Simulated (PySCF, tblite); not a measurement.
# C₂H₇NSSi₂: geometry, infrared bands and NMR shifts

What infrared bands and NMR shifts should C₂H₇NSSi₂ (`C[SiH2][Si@H](S)C#N`) show?

The runs use tblite 0.8.0 and PySCF 2.14.0, with density-fitted response routines of our own; the level of theory stands in each step. All values are computed, except where a source is named. Atoms are numbered from 0 throughout.

**1. The starting structure**

13 atoms, charge 0, multiplicity 1; geometry from: force field or distance geometry start.

Bonds of the start (Å): C0–Si1 1.85, Si1–Si2 2.32, Si2–S3 2.15, Si2–C4 1.87, C4–N5 1.15, C0–H6 1.09, C0–H7 1.10, C0–H8 1.10, Si1–H9 1.49, Si1–H10 1.48, Si2–H11 1.49, S3–H12 1.34.

**2. Geometry optimisation with GFN2-xTB**

What the job is given:

```
{"job": {"kind": "relax", "xc": "GFN2-xTB", "basis": "xTB"}, "charge": 0, "multiplicity": 1}
C     -1.783300    -0.837900     0.423500
Si    -1.103000     0.615100    -0.500900
Si     1.212200     0.554100    -0.409200
S      1.961300    -1.229600    -1.342900
C      1.693400     0.592700     1.398600
N      1.996000     0.615600     2.508600
H     -1.462000    -1.779700    -0.016600
H     -1.481000    -0.823500     1.479900
H     -2.881100    -0.826900     0.400300
H     -1.607100     1.874500     0.113300
H     -1.571300     0.580300    -1.905200
H      1.777000     1.705600    -1.160400
H      3.244600    -1.039800    -1.006500
```

Launch:

```sh
OMP_NUM_THREADS=1 python probes_run.py task.json out
```

This one command runs all jobs of the session in turn.

**Question.** This job is followed by: GFN2-xTB harmonic vibrations, gas phase; GIAO PBE0/pcSseg-1 NMR shielding, non-relativistic, gas phase. Predict these results of the whole session: strongest single infrared mode (GFN2-xTB); zero-point energy (GFN2-xTB); ¹³C shifts against TMS (PBE0/pcSseg-1); ¹H shifts against TMS (PBE0/pcSseg-1, means over atoms taken as alike); ²⁹Si shifts against TMS (PBE0/pcSseg-1); ³³S shifts against CS2 (PBE0/pcSseg-1); ¹⁵N shifts against NH3 (PBE0/pcSseg-1).

The runs gave:

```
                                                              quantity                             value
                             strongest single infrared mode (GFN2-xTB)             2220 cm⁻¹, 421 km/mol
                                          zero-point energy (GFN2-xTB)                     49.3 kcal/mol
                                ¹³C shifts against TMS (PBE0/pcSseg-1)                  124.8, -11.0 ppm
¹H shifts against TMS (PBE0/pcSseg-1, means over atoms taken as alike)  5.29, 4.10, 4.04, 0.76, 0.55 ppm
                               ²⁹Si shifts against TMS (PBE0/pcSseg-1)                  -56.5, -76.2 ppm
                                ³³S shifts against CS2 (PBE0/pcSseg-1)                          -246 ppm
                                ¹⁵N shifts against NH3 (PBE0/pcSseg-1)                         367.1 ppm
```

In words: Over 61 steps the energy fell by 0.138 eV; of the close pairs, C0–Si1 changed most, 1.852 to 1.897 Å. No mode is imaginary among the 33: a minimum at this level. Unscaled tight-binding wavenumbers are off by several per cent, some by more. Its intensities can rank the bands wrongly. C4 (nitrile carbon) lies farthest downfield among carbon, at 124.8 ppm; typical of a nitrile. At PBE0/pcSseg-1: Shielding is most anisotropic at N5 (span 575 ppm, paramagnetic term -438 ppm).
